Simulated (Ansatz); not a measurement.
# ZnAg: the cost of one run

Program: Ansatz 0.2.0. Level of theory: DFT LDA, scalar-relativistic. These are calculated values, not measurements.

## 1. The system as given

The structure is cubic, space group Pm-3m (No. 221). The conventional cell has a = 3.156 Å, b = 3.156 Å, c = 3.156 Å, α = 90.00°, β = 90.00°, γ = 90.00°. Zn (site symmetry m-3m) is surrounded by 8 Ag at 2.73 Å. Ag (site symmetry m-3m) has 8 Zn at 2.73 Å as nearest neighbours.

Coordinates:

```cif
data_structure
_symmetry_space_group_name_H-M 'Pm-3m'
_symmetry_Int_Tables_number 221
_cell_length_a 3.1560
_cell_length_b 3.1560
_cell_length_c 3.1560
_cell_angle_alpha 90.000
_cell_angle_beta 90.000
_cell_angle_gamma 90.000
_cell_volume 31.43
loop_
_atom_site_label
_atom_site_type_symbol
_atom_site_symmetry_multiplicity
_atom_site_Wyckoff_symbol
_atom_site_fract_x
_atom_site_fract_y
_atom_site_fract_z
_atom_site_occupancy
Zn1 Zn 1 b 0.50000 0.50000 0.50000 1
Ag1 Ag 1 a 0.00000 0.00000 0.00000 1
```

The file gives the conventional cell by its symmetry; the runs use the cell typed in the input.

Atoms are numbered in the order of the input: Zn1, Ag2.

## 2. After the deformation

Space group Pm-3m before, P4/mmm after.

## 3. Full-potential LAPW

Contents of input.yaml:

```yaml
crystal:
  lattice:
    - [3.12444, 0.0, 0.0]
    - [0.0, 3.12444, 0.0]
    - [0.0, 0.0, 3.156]
  atoms:
    - { symbol: Zn, position: [0.5, 0.5, 0.5] }
    - { symbol: Ag, position: [0.0, 0.0, 0.0] }
kpoints:
  mp_grid: { grid: [12, 12, 12] }
  band_path:
    path:
      - [0.0, 0.0, 0.0]
      - [0.0, 0.5, 0.0]
      - [0.5, 0.5, 0.0]
      - [0.0, 0.0, 0.0]
      - [0.0, 0.0, 0.5]
      - [0.0, 0.5, 0.5]
      - [0.5, 0.5, 0.5]
      - [0.0, 0.0, 0.5]
      - [0.0, 0.5, 0.0]
    npoints: 5
scf:
  occupations: { method: fermi_dirac, width: 0.03 }
hamiltonian:
  xc: lda
  pseudopotentials: { kind: all_electron, lapw: { basis_error: 0.00025 } }
output:
  forces: true
  stress: true
  eigenvalues: true
```

Run with:

```sh
$ ansatz run input.yaml --threads 1 --pin off --max-ram 3072MiB --backend cpu --events-out ev --progress --plain --runs-dir out
```

**Question.** How long does this run take on 1 thread of Intel Xeon 6975P-C (Granite Rapids), shared host, and how much memory does it need?

About 33 s, with a peak of 0.86 GiB.
